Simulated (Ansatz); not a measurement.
# GeNH+ (doublet): from Hartree-Fock to the top rungs, cc-pVDZ

An exercise on one series of results from a longer session: the logs are not shown, and one member is left open.

The runs use Ansatz 0.2.0, Gaussian basis; cc-pVDZ, core rule «outside noble gas», up to 15 orbitals frozen.

The runs, in order: UHF; CCSD(T) on ROHF; CCSD(T) on UHF; BCCD(T) on ROHF; CISD; CCSDT(Q) on ROHF; CCSDT(Q) on UHF; CCSDTQ on UHF; CASSCF and MRCISD+Q, 9 electrons in 9 orbitals; CASSCF and NEVPT2, 9 electrons in 9 orbitals.

7 further runs of the same task are left out: 1 that didn't finish, 6 set aside as unsound or not needed.

## The system

The geometry is a PBE0/def2-TZVP stationary point (not a proven minimum) of the parent state, kept for this charge and spin. No spin-orbit coupling is included. The filled d shell of Ge may be among the frozen orbitals whatever the setting's name suggests; the logs give the count.

3 atoms, charge 1, spin multiplicity 2.

Atoms are counted from 1 here; the program's logs count them from 0.

Bond lengths: Ge1–N2 1.894 Å, Ge1–H3 1.601 Å. Angles: N2–Ge1–H3 92.9°.

The first run:

The input, in.yaml:

```yaml
crystal:
  periodic: [false, false, false]
  atoms:
    - {symbol: Ge, position_ang: [0.000000, -0.029158, 0.300919]}
    - {symbol: N, position_ang: [0.000000, 0.038514, -1.592101]}
    - {symbol: H, position_ang: [0.000000, 1.566135, 0.437823]}
basis:
  gaussian: {orbitals: cc-pVDZ}
total_charge: 1
magnetization: {spin_polarized: true, initial_magnetization: 1}
hamiltonian: {xc: hf}
output: {orbitals: {seedname: orbitals}}
```

On the command line:

```sh
ansatz run in.yaml --threads 1 --pin off --events-out ev --progress --plain --max-ram 4096MiB --backend cpu
```

Among the steps run: UHF; CCSD(T) on ROHF; CCSD(T) on UHF; BCCD(T) on ROHF; CISD; CCSDT(Q) on ROHF; CCSDT(Q) on UHF; CCSDTQ on UHF; CASSCF and MRCISD+Q, 9 electrons in 9 orbitals; CASSCF and NEVPT2, 9 electrons in 9 orbitals.

One table of the session follows, with a row left open; its other results are not shown here.

It belongs to the step «Misses and costs». 

```
          method  from RCCSDT(Q) (kcal/mol)
            ROHF                    +164.07
             UHF                          ?
            RMP2                     +47.16
            UMP2                     +30.76
           RCCSD                      +9.98
           UCCSD                      +7.46
        RCCSD(T)                      +1.68
        UCCSD(T)                      +2.97
         BCCD(T)                      +2.98
          RCCSDT                      +1.15
          UCCSDT                      +0.81
       RCCSDT(Q)                          0
       UCCSDT(Q)                      +0.17
         UCCSDTQ                      +0.10
  CASSCF valence                     +81.90
  NEVPT2 valence                     +16.91
  MRCISD valence                      +4.58
MRCISD+Q valence                      +0.54
```

Estimate the missing values for UHF.

The run gave: from RCCSDT(Q) (kcal/mol): +126.39. In the column «from RCCSDT(Q) (kcal/mol)» it lies between CASSCF valence (+81.90) and ROHF (+164.07).

To keep in mind: The determinant is far from a pure spin state, so its energy mixes those of several spin states (harmless only where they are near-degenerate, as at dissociation). The program flags UCCSDTQ as in doubt, so those rows may rest on another solution; read them beside their warnings. Warnings: spin contamination; large T1 diagnostic. Restricted and unrestricted rows rest on different reference determinants; where their highest levels disagree by more than a few hundredths of an eV, they describe different states and don't form one ladder.
